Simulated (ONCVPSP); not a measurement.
# Pseudopotential generation for nitrogen: ONCV, PBE

Aim: build the potential from the settings below, then test how well it stands in for the atom: other configurations, scattering, ghost states and the plane-wave cutoff that it needs.

The numbers are computed with ONCVPSP 4.0.1.1 (patched build) (PBE, scalar-relativistic, spin-unpolarised reference atom).

## (1) The design

The settings as typed:

```
element                 : nitrogen (N, Z = 7)
type                    : optimised norm-conserving Vanderbilt (ONCV)
frozen core             : [He]
valence charge          : 5
reference configuration : 2s2 2p3
partial waves           : 2s: rc 1.10 bohr, ncon 4, nbas 8, qcut 7.5 1/bohr, local; 2p: rc 2.60 bohr, ncon 4, nbas 7, qcut 5.5 1/bohr, 2 projectors, debl 1.5 Ha; d scattering state at 0.04 Ha: rc 2.50 bohr, ncon 4, nbas 8, qcut 3.5 1/bohr, 2 projectors, debl 3 Ha
local potential         : the s channel
core correction         : not asked for
```

## (2) Generating the potential

N.dat

```
# ATOM AND REFERENCE CONFIGURATION
# atsym  z   nc   nv     iexc    psfile
  N 7.00    1    2        4      upf
#
#   n    l    f
    1    0    2.00
    2    0    2.00
    2    1    3.00
#
# PSEUDOPOTENTIAL AND OPTIMIZATION
# lmax
    2
#
#   l,   rc,      ep,       ncon, nbas, qcut
    0    1.10    0.00    4    8    7.50
    1    2.60    0.00    4    7    5.50
    2    2.50    0.04    4    8    3.50
#
# LOCAL POTENTIAL
# lloc, lpopt,  rc(5),   dvloc0
    0    5    1.10    0.00
#
# VANDERBILT-KLEINMAN-BYLANDER PROJECTORs
# l, nproj, debl
    0    0    3.70
    1    2    1.50
    2    2    3.00
#
# MODEL CORE CHARGE
# icmod, fcfact, rcfact
    0    0.00    0.00
#
# LOG DERIVATIVE ANALYSIS
# epsh1, epsh2, depsh
   -2.00    5.00    0.02
#
# OUTPUT GRID
# rlmax, drl
    6.00    0.01
#
# TEST CONFIGURATIONS
# ncnf
    4
# nvcnf
#   n    l    f
    2
    2    0    2.00
    2    1    2.00
#
    2
    2    0    2.00
    2    1    1.00
#
    2
    2    0    2.00
    2    1    0.00
#
    2
    2    0    0.00
    2    1    5.00
#
```

The run is started by

```
$ oncvpsp.x < N.dat > N.out
```

Q: Predict the outcome of this session. Wanted: cutoffs for 1 and 0.1 mHa per electron, occupied waves; bound ghosts; GHOST(+) flags; largest test error; largest phase difference near zero energy, channels read.

The runs gave:

```
                                                quantity                   value
  cutoffs for 1 and 0.1 mHa per electron, occupied waves         24 Ha and 48 Ha
                                            bound ghosts          d at -91.16 eV
                                          GHOST(+) flags      none at low energy
                            largest test error (AE − PS)  +4354 meV, for 2s2 2p0
largest phase difference near zero energy, channels read               0.011 rad
```

It has a bound ghost (d), a state that the atom doesn't have, and that rules the file out. The worst unpolarised test, 2s2 2p0, is off by 4354 meV on 89.5 eV; by total energies transferability rates as poor. That test lies far up in energy; among those under 40 eV, nearer to bonding, the largest error is 186 meV. By its cutoff, 24 Ha for the looser tolerance, it is of middling hardness. At the looser tolerance the 2s wave is the slowest; 2p needs 10 Ha. Near zero energy the phases of the channels with partial waves agree within 0.011 rad. These are tests on the free atom; a crystal test is still owed.
